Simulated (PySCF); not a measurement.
# Cl2H2Te: the cost of one run

Method: levels as typed in each script, gas phase, geometry from start geometry of a pair search; program: PySCF 2.14.0.

### 1 The system as given

SMILES `ClCl.[TeH2]`, 5 atoms, charge 0, spin multiplicity 1.

Bond lengths: Cl1–Cl2 2.180 Å, Cl2–Te3 2.671 Å, Te3–H4 1.626 Å, Te3–H5 1.627 Å. Angles: Cl1–Cl2–Te3 175.9°, Cl2–Te3–H4 92.5°, Cl2–Te3–H5 88.3°, H4–Te3–H5 88.3°.

Geometry (Å):

```csv
atom,x (Å),y (Å),z (Å)
Cl1,3.3953,0.0412,0.0032
Cl2,1.2181,-0.0759,-0.0093
Te3,-1.4526,-0.0309,0.0128
H4,-1.5204,0.8132,-1.3754
H5,-1.3747,1.3840,0.8127
```

### 2 Binding of the two fragments (HF/def2-svpd)

input.py

```python
import numpy as np
from pyscf import gto, scf, dft
from pyscf.scf import atom_ks, atom_hf
from scipy.linalg import block_diag
from pyscf.dispersion import dftd3

def solve(mol, dm0=None, hcore=None):
    mf = scf.UHF(mol) if mol.spin else scf.RHF(mol)
    mf = mf.density_fit(auxbasis='def2-universal-jkfit')
    mf.conv_tol, mf.max_cycle = 1e-8, 80
    if hcore is not None:
        mf.get_hcore = lambda *args: hcore
    mf.kernel(dm0)
    if not mf.converged:
        mf = mf.newton().run(mf.mo_coeff, mf.mo_occ, max_cycle=30)
    assert mf.converged, 'SCF not converged'
    return mf

mol = gto.M(atom='''
Cl     3.39527     0.04118     0.00322
Cl     1.21812    -0.07591    -0.00929
Te    -1.45255    -0.03090     0.01281
H     -1.52041     0.81315    -1.37537
H     -1.37474     1.38399     0.81266
''', basis='def2-svpd', ecp={'Te': 'def2-svpd'}, charge=0, spin=0, verbose=4)
mol_a = gto.M(atom='''
Cl     3.39527     0.04118     0.00322
Cl     1.21812    -0.07591    -0.00929
ghost-Te    -1.45255    -0.03090     0.01281
ghost-H     -1.52041     0.81315    -1.37537
ghost-H     -1.37474     1.38399     0.81266
''', basis='def2-svpd', charge=0, spin=0, verbose=4)
mol_b = gto.M(atom='''
ghost-Cl     3.39527     0.04118     0.00322
ghost-Cl     1.21812    -0.07591    -0.00929
Te    -1.45255    -0.03090     0.01281
H     -1.52041     0.81315    -1.37537
H     -1.37474     1.38399     0.81266
''', basis='def2-svpd', ecp={'Te': 'def2-svpd'}, charge=0, spin=0, verbose=4)
ab, a, b = solve(mol), solve(mol_a), solve(mol_b)
e_int = ab.e_tot - a.e_tot - b.e_tot
print('counterpoise-corrected interaction energy / kcal/mol', e_int * 627.5095)
def disp(atoms, charge):
    m = gto.M(atom=atoms, charge=charge, basis='sto-3g', spin=None, unit='Bohr', verbose=0)
    return dftd3.DFTD3Dispersion(m, xc='hf', version='d3bj').get_dispersion()['energy']
e_disp = disp(mol._atom, mol.charge) - disp(mol._atom[:2], mol_a.charge) - disp(mol._atom[2:], mol_b.charge)
print('D3(BJ) part / kcal/mol', e_disp * 627.5095)
# spherically averaged free atoms, for the promolecule
atm = scf.atom_hf.get_atm_nrhf(mol)
pro = block_diag(*[(atm[a[0]][2] * atm[a[0]][3]) @ atm[a[0]][2].T for a in mol._atom])
np.savez('result.npz', e_int=e_int, e_disp=e_disp, dm_a=a.make_rdm1(), dm_b=b.make_rdm1(), c=ab.mo_coeff, occ=ab.mo_occ, eps=ab.mo_energy, pro=pro, d=[f.dip_moment(verbose=0) for f in (ab, a, b)])
```

Run with:

```bash
> OMP_NUM_THREADS=1 python input.py
```

**Question.** How long does this run take on 1 thread of Arm Neoverse V2, shared host, and how much memory does it need?

About 3 s, with a peak of 0.2 GiB.
